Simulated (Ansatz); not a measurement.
# SbMo (CsCl type): how the settings move a single-point run

Question: which choices in the input matter for SbMo (CsCl type)?

Method: reference: DFT, LDA, all-electron LAPW, scalar-relativistic, in Ansatz 0.2.0.

**1. The system as given**

It takes space group Pm-3m (No. 221, cubic). Conventional cell: a = 2.897 Å, b = 2.897 Å, c = 2.897 Å, α = 90.00°, β = 90.00°, γ = 90.00°. Mo (site symmetry m-3m) is surrounded by 8 Sb at 2.51 Å. Sb (site symmetry m-3m) has 8 Mo at 2.51 Å as nearest neighbours.

As a file:

```xyz
2
Lattice="2.8971 0.0000 0.0000 0.0000 2.8971 0.0000 0.0000 0.0000 2.8971" Properties=species:S:1:pos:R:3 pbc="T T T"
Mo    0.0000    0.0000    0.0000
Sb    1.4485    1.4485    1.4485
```

**2. Reference**

The input, input.yaml:

```yaml
crystal:
  lattice:
    - [2.8970861051, 0.0, 0.0]
    - [0.0, 2.8970861051, 0.0]
    - [0.0, 0.0, 2.8970861051]
  atoms:
    - { symbol: Mo, position: [0.0, 0.0, 0.0] }
    - { symbol: Sb, position: [0.5, 0.5, 0.5] }
kpoints:
  mp_grid: { grid: [13, 13, 13] }
scf:
  occupations: { method: fermi_dirac, width: 0.08 }
hamiltonian:
  xc: lda
  pseudopotentials: { kind: all_electron, lapw: { basis_error: 0.001 } }
output:
  forces: true
  stress: true
  eigenvalues: true
  populations: true
```

Launch:

```
ansatz run input.yaml --threads 1 --pin off --max-ram 2048MiB --backend cpu --events-out ev --progress --plain --runs-dir out
```

**3. Changed: mp_grid.grid [10, 10, 10], occupations.width 0.005**

input.yaml, as its differences from that of step 2:

```diff
@@ -9,5 +9,5 @@
 kpoints:
-  mp_grid: { grid: [13, 13, 13] }
+  mp_grid: { grid: [10, 10, 10] }
 scf:
-  occupations: { method: fermi_dirac, width: 0.08 }
+  occupations: { method: fermi_dirac, width: 0.005 }
 hamiltonian:
```

Before running it: what results should come out? Wanted: for each run, ending; energy change; pressure; gap; force.

**Answer**, as computed:

| run | ending | energy change | pressure (GPa) | gap (eV) | force (eV/Å) | cycles | time |
| --- | --- | --- | --- | --- | --- | --- | --- |
| reference | converged | 0 | 152.1 | 0.00 | 0.00 | 9 | 29 s |
| 1: mp_grid.grid [10, 10, 10], occupations.width 0.005 | converged | -7.0 meV/atom (σ→0) | 151.1 | 0.00 | 0.00 | 8 | 19 s |

Residual by cycle in the longest SCF loop of each run; runs are numbered as in the table. The quantity is the density residual dr2, in eV.

| cycle | reference | run 1 |
| --- | --- | --- |
| 1 | 0.0994 | 0.0932 |
| 2 | 0.0317 | 0.0273 |
| 3 | 0.0106 | 0.00582 |
| 4 | 0.0024 | 8.3e-4 |
| 5 | 3.9e-4 | 1.4e-4 |
| 6 | 2.5e-5 | 3.5e-6 |
| 7 | 3.2e-6 | 2.0e-7 |
| 8 | 1.5e-7 | 1.1e-8 |
| 9 | 1.7e-8 | - |

What this shows: Changing the k-point mesh and smearing moves the energy by -7.0 meV/atom (σ→0 values), and the pressure goes from 152.1 to 151.1 GPa. More than one kind of setting changed, and this run alone doesn't tell their shares apart. Cost: 8 SCF cycles against 9, 19 s against 29 s. The structure is not at rest: the sound run finds 152 GPa, so these are no properties of the relaxed crystal. The reference has no spin polarisation; with Mo present, a magnetic state may lie lower.
